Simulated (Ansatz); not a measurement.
Ta3Cu in Ansatz: the effect of target pressure

Ta3Cu:

```
Ta Cu
1.0
    -2.00651    2.00651    4.20817
     2.00651   -2.00651    4.20817
     2.00651    2.00651   -4.20817
Ta Cu
3 1
Cartesian
  0.0000 0.0000 4.2082
  2.0065 0.0000 2.1041
  0.0000 2.0065 2.1041
  0.0000 0.0000 0.0000
```

The cell comes from a database or a generator and needn't be the stable form of this composition.

Alike in all runs:

```yaml
Program: Ansatz 0.2.0
Task: relaxation of cell and atoms
Functional: PBEsol
Potentials_or_basis: Ansatz PAW
Cutoff: "420 eV (not typed: the program's choice for these potentials)"
k_mesh: 9 × 9 × 9
Occupations: fermi-dirac, width 0.05 eV
Spin: no spin polarisation
```

Each run relaxes the cell or the atoms first.

```tsv
target pressure	relaxed volume (Å³/atom)
0 GPa	16.37
2 GPa	16.20
5 GPa	?
10 GPa	15.62
20 GPa	15.01
30 GPa	14.49
```

Q: What does the run with target pressure 5 GPa give?

A: Relaxed volume 15.97 Å³/atom.

Worked out: In Murnaghan's law V^(-B') rises as a straight line in P. The other rows fit best with B' = 3.5, V0 = 16.37 Å³/atom and B0 = 198 GPa, which gives 15.97 Å³/atom at 5 GPa, against the run's 15.97.

Caveats: the plane-wave basis is chosen anew once the cell has moved, so the energies of steps on either side of that aren't comparable; the PAW data sets come from PBE, with cores solved anew for the run's functional, which leaves a small shift of forces and pressure.
